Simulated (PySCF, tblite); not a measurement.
# C₅H₁₀AlN: geometry, infrared bands and NMR shifts

What infrared bands and NMR shifts should C₅H₁₀AlN (`C=C(C)CC#[N+][AlH3-]`) show?

The runs use tblite 0.8.0 and PySCF 2.14.0, with density-fitted response routines of our own; the level of theory stands in each step. All values are computed, except where a source is named. Atoms count from 0, in the outputs and in this text.

**1. Starting geometry**

17 atoms, charge 0, multiplicity 1; geometry from: force field or distance geometry start.

Bonds of the start (Å): C0–C1 1.34, C1–C2 1.50, C1–C3 1.49, C3–C4 1.48, C4–N5 1.17, N5–Al6 1.87, C0–H7 1.08, C0–H8 1.10, C2–H9 1.13, C2–H10 1.11, C2–H11 1.10, C3–H12 1.09, C3–H13 1.12, Al6–H14 1.58, Al6–H15 1.59, Al6–H16 1.61.

**2. Geometry optimisation with GFN2-xTB**

What the job is given:

```
{"job": {"kind": "relax", "xc": "GFN2-xTB", "basis": "xTB"}, "charge": 0, "multiplicity": 1}
C      2.665600     0.364500    -0.046500
C      1.545000    -0.351800     0.078300
C      1.309500    -0.952300     1.436100
C      0.629900    -0.535400    -1.078400
C     -0.698300    -0.000400    -0.712200
N     -1.754100     0.415500    -0.439400
Al    -3.444100     1.063400     0.035400
H      2.958700     0.855400    -0.965600
H      3.336100     0.499300     0.809800
H      0.619900    -1.834000     1.258400
H      0.822300    -0.244000     2.142600
H      2.234800    -1.374600     1.849200
H      0.531400    -1.605100    -1.278300
H      1.046600    -0.031300    -1.985000
H     -4.523900     0.670300    -1.055600
H     -3.889000     0.400300     1.414900
H     -3.397200     2.672200     0.151400
```

The run is started by

```bash
$ OMP_NUM_THREADS=1 python probes_run.py task.json out
```

The driver reads the jobs from task.json and runs them one after another.

**Question.** This job is followed by: GFN2-xTB harmonic vibrations, gas phase; GIAO PBE0/pcSseg-1 NMR shielding, non-relativistic, gas phase. What will the session give for the following? strongest single infrared mode (GFN2-xTB); zero-point energy (GFN2-xTB); 13C shifts against TMS (PBE0/pcSseg-1); 1H shifts against TMS (PBE0/pcSseg-1, means over atoms taken as alike); 15N shifts against NH3 (PBE0/pcSseg-1); 27Al shifts against AlH4- (PBE0/pcSseg-1).

**Answer**, as computed:

| quantity | value |
| --- | --- |
| strongest single infrared mode (GFN2-xTB) | 749 cm⁻¹, 672 km/mol |
| zero-point energy (GFN2-xTB) | 77.9 kcal/mol |
| 13C shifts against TMS (PBE0/pcSseg-1) | 141.7, 136.5, 126.9, 27.9, 26.8 ppm |
| 1H shifts against TMS (PBE0/pcSseg-1, means over atoms taken as alike) | 5.65, 5.43, 4.22, 3.18, 2.39 ppm |
| 15N shifts against NH3 (PBE0/pcSseg-1) | 247.7 ppm |
| 27Al shifts against AlH4- (PBE0/pcSseg-1) | 63.3 ppm |

What this shows: The optimisation took 224 steps and gained 0.788 eV; among the close pairs (by a distance rule), N5–Al6 changed most, from 1.871 to 1.997 Å. No mode is imaginary among the 45: a minimum at this level. The strongest single mode, at 749 cm⁻¹, is carried by H15, H14, H16. GFN2-xTB is a fitted tight-binding method: band positions and strengths are rough. Its intensities can rank the bands wrongly. C1 (fully substituted alkene carbon) lies farthest downfield among carbon, at 141.7 ppm; as expected for a trigonal carbon in a double bond. At PBE0/pcSseg-1: The widest tensor belongs to N5: span 430 ppm, with a paramagnetic part of -318 ppm.
